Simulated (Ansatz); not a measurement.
# C2H6In (SMILES C[In]C) at 6 levels

Wanted: a comparison of 6 runs (UHF/STO-3G, UHF/3-21G, UHF/def2-SVP, UB3LYP/3-21G, UPBE0/def2-SVP, UB3LYP/def2-TZVP) of C2H6In. 

Program for the calculation: Ansatz 0.2.0.

3 further runs of the same task are left out: 3 that didn't finish. Runs told in other sessions of the task aren't counted.

## 1. The molecule

The species is C2H6In (9 atoms), meant as a doublet with charge 0. SMILES: `C[In]C`. Geometry: relaxed at PBE0-D4/def2-TZVP.

Bond lengths: C1–In2 2.198 Å, In2–C3 2.198 Å, C1–H4 1.093 Å, C1–H5 1.089 Å, C1–H6 1.093 Å, C3–H7 1.093 Å, C3–H8 1.089 Å, C3–H9 1.093 Å. Some angles: C1–In2–C3 117.7°, In2–C1–H4 108.5°, In2–C1–H5 112.1°, In2–C1–H6 108.5°, In2–C3–H7 108.5°, In2–C3–H8 112.1°, In2–C3–H9 108.5°, H4–C1–H5 109.5°, H4–C1–H6 108.7°, H5–C1–H6 109.5°.

## 2. Energy and forces at UHF/STO-3G (run 1)

in.yaml reads:

```yaml
crystal:
  periodic: [false, false, false]
  atoms:
    - {symbol: C, position_ang: [0.456290, 1.815870, 0.183390]}
    - {symbol: In, position_ang: [0.277560, 0.050300, -1.113490]}
    - {symbol: C, position_ang: [-0.450470, -1.814830, -0.206650]}
    - {symbol: H, position_ang: [-0.527030, 2.036110, 0.607180]}
    - {symbol: H, position_ang: [0.821920, 2.686500, -0.358540]}
    - {symbol: H, position_ang: [1.143860, 1.578810, 0.999510]}
    - {symbol: H, position_ang: [-1.445190, -1.633350, 0.208840]}
    - {symbol: H, position_ang: [-0.500920, -2.628420, -0.928380]}
    - {symbol: H, position_ang: [0.223960, -2.091000, 0.608130]}
basis:
  gaussian:
    orbitals: STO-3G
magnetization:
  spin_polarized: true
  initial_magnetization: 1
hamiltonian:
  xc: hf
accuracy: high
output:
  forces: true
  orbitals: {seedname: orbitals}
```

The run is started by

```
$ ansatz run in.yaml --threads 1 --pin off --max-ram 3480MiB --events-out events.jsonl --progress --plain --runs-dir runs
```

Standard output:

```text
Warning: RAYON_NUM_THREADS=1 ignored (pool sized by the plan → 1); use --threads N
Functional definition: HF
  name "HF"
  exchange = exact_x
  correlation = 0
835 factors; integrals over basis functions are off by at most 3.8e-9 eV
mean field evaluation 1: about -156767.5920 eV, gradient 8.4e0 eV
mean field evaluation 2: about -156767.7101 eV, gradient 8.4e0 eV
mean field evaluation 4: about -156768.7809 eV, gradient 9.6e-1 eV
mean field evaluation 8: about -156768.8109 eV, gradient 1.3e-4 eV
mean field -156768.80931945 eV, -5761.1474807743 hartree, gradient 2.3e-8 eV, S^2 0.752758; 0 other end points of the search recorded, 0 dependent functions left out
the calculation of the forces begins
reference -156768.80931945 eV, -5761.1474807743 hartree; 34, 33 occupied and 9, 10 virtual orbitals, 835 factors
Total energy: -156768.80931945 eV, -5761.1474807743 hartree
Atom 0 at     0.456290     1.815870     0.183390 Å, force    -0.248283    -1.515717    -0.711513 eV/Å
Atom 1 at     0.277560     0.050300    -1.113490 Å, force    -0.214881    -0.039072     0.862981 eV/Å
Atom 2 at    -0.450470    -1.814830    -0.206650 Å, force     0.519923     1.565310    -0.380845 eV/Å
Atom 3 at    -0.527030     2.036110     0.607180 Å, force     0.556714     0.194146    -0.015344 eV/Å
Atom 4 at     0.821920     2.686500    -0.358540 Å, force    -0.139435    -0.161326     0.403483 eV/Å
Atom 5 at     1.143860     1.578810     0.999510 Å, force    -0.328062     0.435248    -0.222750 eV/Å
Atom 6 at    -1.445190    -1.633350     0.208840 Å, force     0.403798    -0.422231    -0.079334 eV/Å
Atom 7 at    -0.500920    -2.628420    -0.928380 Å, force    -0.069858     0.123624     0.433677 eV/Å
Atom 8 at     0.223960    -2.091000     0.608130 Å, force    -0.479916    -0.179983    -0.290354 eV/Å
Dipole moment:     0.079323     0.014381    -0.318260 e Å
```

Wall time 2 s (1 thread of Arm Neoverse V2, shared host); peak memory 0.14 GiB.

## 3. Energy and gradient at UHF/3-21G (run 2)

in.yaml reads:

```yaml
crystal:
  periodic: [false, false, false]
  atoms:
    - symbol: C
      position_ang: [0.456290, 1.815870, 0.183390]
    - symbol: In
      position_ang: [0.277560, 0.050300, -1.113490]
    - symbol: C
      position_ang: [-0.450470, -1.814830, -0.206650]
    - symbol: H
      position_ang: [-0.527030, 2.036110, 0.607180]
    - symbol: H
      position_ang: [0.821920, 2.686500, -0.358540]
    - symbol: H
      position_ang: [1.143860, 1.578810, 0.999510]
    - symbol: H
      position_ang: [-1.445190, -1.633350, 0.208840]
    - symbol: H
      position_ang: [-0.500920, -2.628420, -0.928380]
    - symbol: H
      position_ang: [0.223960, -2.091000, 0.608130]
basis:
  gaussian: {orbitals: 3-21G-spherical.json}
accuracy: high
hamiltonian: {xc: hf}
output: {forces: true, orbitals: {seedname: orbitals}}
magnetization: {spin_polarized: true, initial_magnetization: 1}
```

The basis set 3-21G is read from a file made from the Basis Set Exchange's data (not shown).

The run is started by

```
$ ansatz run in.yaml --threads 1 --pin off --max-ram 3480MiB --events-out events.jsonl --progress --plain --runs-dir runs
```

Standard output:

```text
Warning: RAYON_NUM_THREADS=1 ignored (pool sized by the plan → 1); use --threads N
[... 4 set-up lines as earlier in the session ...]
1343 factors; integrals over basis functions are off by at most 2.8e-8 eV
mean field evaluation 1: about -157646.7329 eV, gradient 1.9e1 eV
mean field evaluation 2: about -157646.8933 eV, gradient 1.9e1 eV
mean field evaluation 4: about -157649.1390 eV, gradient 1.7e0 eV
mean field evaluation 8: about -157649.2125 eV, gradient 2.5e-1 eV
mean field evaluation 16: about -157649.2154 eV, gradient 1.1e-8 eV
mean field -157649.21542668 eV, -5793.5018084541 hartree, gradient 2.9e-8 eV, S^2 0.755690; 0 other end points of the search recorded, 0 dependent functions left out
the calculation of the forces begins
reference -157649.21542668 eV, -5793.5018084541 hartree; 34, 33 occupied and 27, 28 virtual orbitals, 1343 factors
Total energy: -157649.21542668 eV, -5793.5018084541 hartree
Atom 0 at     0.456290     1.815870     0.183390 Å, force     0.001235     0.076906     0.083186 eV/Å
Atom 1 at     0.277560     0.050300    -1.113490 Å, force     0.083568     0.015028    -0.334529 eV/Å
Atom 2 at    -0.450470    -1.814830    -0.206650 Å, force    -0.038807    -0.083465     0.065948 eV/Å
Atom 3 at    -0.527030     2.036110     0.607180 Å, force     0.256755     0.081319     0.002669 eV/Å
Atom 4 at     0.821920     2.686500    -0.358540 Å, force    -0.084470    -0.135839     0.200150 eV/Å
Atom 5 at     1.143860     1.578810     0.999510 Å, force    -0.159147     0.194645    -0.094587 eV/Å
Atom 6 at    -1.445190    -1.633350     0.208840 Å, force     0.189326    -0.189721    -0.025321 eV/Å
Atom 7 at    -0.500920    -2.628420    -0.928380 Å, force    -0.022492     0.116639     0.226989 eV/Å
Atom 8 at     0.223960    -2.091000     0.608130 Å, force    -0.225967    -0.075511    -0.124504 eV/Å
Dipole moment:     0.009380     0.001698    -0.037591 e Å
```

It took 3.3 s on 1 thread of Arm Neoverse V2, shared host; peak memory 0.21 GiB.

Runs 3 to 5 aren't shown in full; the table further down has their settings and results.

## 4. Energy and forces at UB3LYP/def2-TZVP (core potential) (run 6)

molecule.yaml reads:

```yaml
crystal:
  periodic: [false, false, false]
  atoms:
    - {symbol: C, position_ang: [0.456290, 1.815870, 0.183390]}
    - {symbol: In, position_ang: [0.277560, 0.050300, -1.113490]}
    - {symbol: C, position_ang: [-0.450470, -1.814830, -0.206650]}
    - {symbol: H, position_ang: [-0.527030, 2.036110, 0.607180]}
    - {symbol: H, position_ang: [0.821920, 2.686500, -0.358540]}
    - {symbol: H, position_ang: [1.143860, 1.578810, 0.999510]}
    - {symbol: H, position_ang: [-1.445190, -1.633350, 0.208840]}
    - {symbol: H, position_ang: [-0.500920, -2.628420, -0.928380]}
    - {symbol: H, position_ang: [0.223960, -2.091000, 0.608130]}
basis:
  gaussian: {orbitals: def2-TZVP}
magnetization: {spin_polarized: true, initial_magnetization: 1}
hamiltonian: {xc: {name: B3LYP}}
accuracy: high
output: {forces: true, orbitals: {seedname: orbitals}}
```

The run is started by

```
$ ansatz run molecule.yaml --threads 1 --pin off --max-ram 3480MiB --events-out events.jsonl --progress --plain --runs-dir runs
```

Standard output:

```text
Warning: RAYON_NUM_THREADS=1 ignored (pool sized by the plan → 1); use --threads N
Functional definition: B3LYP
  name "B3LYP"
  parameter a0 = 0.2
  parameter ax = 0.72
  parameter ac = 0.81
  exchange = (1 - a0 - ax)*slater_x + ax*b88_x + a0*exact_x
  correlation = (1 - ac)*vwn_rpa_c + ac*lyp_c
2894 factors; integrals over basis functions are off by at most 5.3e-9 eV
mean field evaluation 1: about -7331.1346 eV, gradient 5.9e1 eV
mean field evaluation 2: about -7309.1964 eV, gradient 8.0e1 eV
mean field evaluation 4: about -7347.6109 eV, gradient 3.9e0 eV
mean field evaluation 8: about -7347.7208 eV, gradient 7.0e-2 eV
mean field evaluation 16: about -7347.7209 eV, gradient 2.3e-4 eV
mean field -7347.72087994 eV, -270.0237618736 hartree, gradient 5.2e-8 eV, S^2 0.752990; 0 other end points of the search recorded, 0 dependent functions left out
the calculation of the forces begins
reference -7347.72092494 eV, -270.0237635273 hartree; 20, 19 occupied and 128, 129 virtual orbitals, 2894 factors
Total energy: -7347.72092494 eV, -270.0237635273 hartree
Atom 0 at     0.456290     1.815870     0.183390 Å, force     0.028983     0.279342     0.201212 eV/Å
Atom 1 at     0.277560     0.050300    -1.113490 Å, force     0.080239     0.014457    -0.321390 eV/Å
Atom 2 at    -0.450470    -1.814830    -0.206650 Å, force    -0.114392    -0.294559     0.139550 eV/Å
Atom 3 at    -0.527030     2.036110     0.607180 Å, force     0.021886    -0.001017    -0.013383 eV/Å
Atom 4 at     0.821920     2.686500    -0.358540 Å, force    -0.012519    -0.025643     0.022618 eV/Å
Atom 5 at     1.143860     1.578810     0.999510 Å, force    -0.011637     0.007775    -0.020991 eV/Å
Atom 6 at    -1.445190    -1.633350     0.208840 Å, force     0.020640    -0.006594    -0.013892 eV/Å
Atom 7 at    -0.500920    -2.628420    -0.928380 Å, force    -0.000418     0.023430     0.027835 eV/Å
Atom 8 at     0.223960    -2.091000     0.608130 Å, force    -0.012781     0.002809    -0.021558 eV/Å
Dipole moment:    -0.007662    -0.001391     0.030775 e Å
```

It took 32 s on 1 thread of Arm Neoverse V2, shared host; peak memory 0.75 GiB.

## 5. Overview of the runs

| run | level | core potential | energy (Eh) | dipole moment (D) | HOMO energy (eV) | LUMO energy (eV) | wall time |
| --- | --- | --- | --- | --- | --- | --- | --- |
| 1 | UHF/STO-3G | none | -5761.147481 | 1.58 | -4.35 | 5.68 | 2 s |
| 2 | UHF/3-21G | none | -5793.501808 | 0.19 | -6.85 | 1.06 | 3.3 s |
| 3 | UHF/def2-SVP (core potential) | def2-SVP | -268.337980 | 0.03 | -7.14 | 1.00 | 6.3 s |
| 4 | UB3LYP/3-21G | none | -5796.599903 | 0.44 | -4.32 | -2.23 | 12 s |
| 5 | UPBE0/def2-SVP (core potential) | def2-SVP | -269.746809 | 0.35 | -4.81 | -2.08 | 17 s |
| 6 | UB3LYP/def2-TZVP (core potential) | def2-TZVP | -270.023764 | 0.15 | -4.67 | -2.56 | 32 s |

## 6. Summary of results

| quantity | value |
| --- | --- |
| run 6: total energy | -270.02376 Eh |
| run 6: dipole moment | 0.15 D |
| run 6: HOMO energy (highest over α and β) | -4.67 eV |
| run 6: LUMO energy (lowest over α and β) | -2.56 eV |
| run 6: ⟨S²⟩ | 0.753 |
| run 6: largest force on an atom | 0.345 eV/Å |

**Reading.** The dipole moment (its size) runs from 0.03 D (UHF/def2-SVP) to 1.58 D (UHF/STO-3G). The two ends differ in basis and core potential. The two dipoles point in opposite directions. Totals of different functionals can't be ranked against each other. Some runs of one species differ in core potentials or relativity; totals across that change don't compare. In run 1 the basis is minimal, so the values are rough. In runs 1, 2, 4 relativity is left out where basis or elements ask for it. All runs together took 73 s, the longest 32 s.
